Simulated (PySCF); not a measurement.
# CH7AsBOP: the cost of one run

Programs: PySCF 2.14.0, with routines of our own; each step states its level. All values are computed. Atoms count from 0.

## 1. The starting structure

12 atoms, charge 0, multiplicity 1; geometry from: GFN2-xTB.

## 2. Relaxing the molecule at PBE0-D3(BJ)/def2-SVP

What the job is given:

```
{"job": {"xc": "PBE0", "basis": "def2-SVP", "d3": "d3bj", "grid": 1, "maxiter": 30, "shake": 0.01, "kind": "geom"}, "charge": 0, "multiplicity": 1}
C     -1.436130    -1.343360     0.169440
O     -0.141280    -0.925230     0.451110
B      0.359230     0.290100     0.309340
P     -0.634350     1.807600    -0.283370
As     2.283550     0.448370     0.998020
H     -2.110130    -0.444320     0.010690
H     -1.444670    -1.936600    -0.736100
H     -1.809680    -1.904210     0.999460
H     -0.908710     1.331600    -1.538250
H      0.404450     2.572890    -0.684020
H      2.817040     1.003310    -0.276970
H      2.660370    -0.928410     0.571600
```

On the command line:

```
OMP_NUM_THREADS=1 python heavy_run.py task.json out
```

One launch serves the whole session: the jobs run in the order shown.

Q: Estimate the wall time and peak memory of this first job on 1 thread of Arm Neoverse V1, shared host.

About 78 s, with a peak of 0.54 GiB.
